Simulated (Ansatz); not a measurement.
**GaNH (doublet): from Hartree-Fock to the top rungs, cc-pVDZ**

One table from this session's results is given with a row withheld; the runs are named, their logs left out.

Method: cc-pVDZ, core rule «outside noble gas», up to 15 orbitals frozen; program: Ansatz 0.2.0, Gaussian basis.

The runs, in order: UHF; CCSD(T) on ROHF; CCSD(T) on UHF; BCCD(T) on ROHF; CISD; CCSDT(Q) on ROHF; CCSDT(Q) on UHF.

21 further runs of the same task are left out: 8 for a known fault of the program, 3 that didn't finish, 10 set aside as unsound or not needed.

### The geometry

The geometry is a PBE0/def2-TZVP stationary point (not a proven minimum) of the parent state, kept for this charge and spin. No spin-orbit coupling is included. The filled d shell of Ga may be among the frozen orbitals whatever the setting's name suggests; the logs give the count.

3 atoms, charge 0, spin multiplicity 2.

Atoms are counted from 1 here; the program's logs count them from 0.

Bond lengths: N1–Ga2 2.059 Å, N1–H3 1.033 Å. Angles: Ga2–N1–H3 103.2°.

Set-up of the first run:

File in.yaml:

```yaml
crystal:
  periodic: [false, false, false]
  atoms:
    - {symbol: N, position_ang: [0.000000, -0.129588, 1.686081]}
    - {symbol: Ga, position_ang: [0.000000, 0.013637, -0.367511]}
    - {symbol: H, position_ang: [0.000000, 0.857448, 1.991733]}
basis:
  gaussian: {orbitals: cc-pVDZ}
magnetization: {spin_polarized: true, initial_magnetization: 1}
hamiltonian: {xc: hf}
output: {orbitals: {seedname: orbitals}}
```

Launch:

```
ansatz run in.yaml --threads 1 --pin off --events-out ev --progress --plain --max-ram 2393MiB
```

Steps of the session up to this table: UHF; CCSD(T) on ROHF; CCSD(T) on UHF; BCCD(T) on ROHF; CISD; CCSDT(Q) on ROHF; CCSDT(Q) on UHF.

One of the session's tables, all rows but one given; the rest of the session is left out.

```
   method  from UCCSDT(Q) (meV)
     ROHF               +5963.4
      UHF               +5853.9
     RMP2                     ?
     UMP2                +944.5
    RCCSD                +196.3
    UCCSD                +194.0
 RCCSD(T)                 +41.3
 UCCSD(T)                 +41.1
  BCCD(T)                 +41.2
   RCCSDT                 +16.7
   UCCSDT                 +15.9
RCCSDT(Q)                  +2.6
UCCSDT(Q)                     0
```

**Question.** Estimate the row for RMP2.

**Answer.** from UCCSDT(Q) (meV): +939.4. In the column «from UCCSDT(Q) (meV)» it lies between RCCSD (+196.3) and UMP2 (+944.5).

Among the levels timed on like hardware and quicker than the yardstick, those that no quicker one beats, quickest first: RCCSD(T) (6 s, +41.3 meV); BCCD(T) (6.5 s, +41.2 meV); UCCSD(T) (14 s, +41.1 meV); RCCSDT(Q) (17 s, +2.6 meV).

Not comparable, so not listed: CISD (they don't share determinant, frozen orbitals or solution with the rows shown, or repeat one).

Caveats from the session: Restricted and unrestricted rows rest on different reference determinants; where their highest levels disagree by more than a few hundredths of an eV, they describe different states and don't form one ladder.
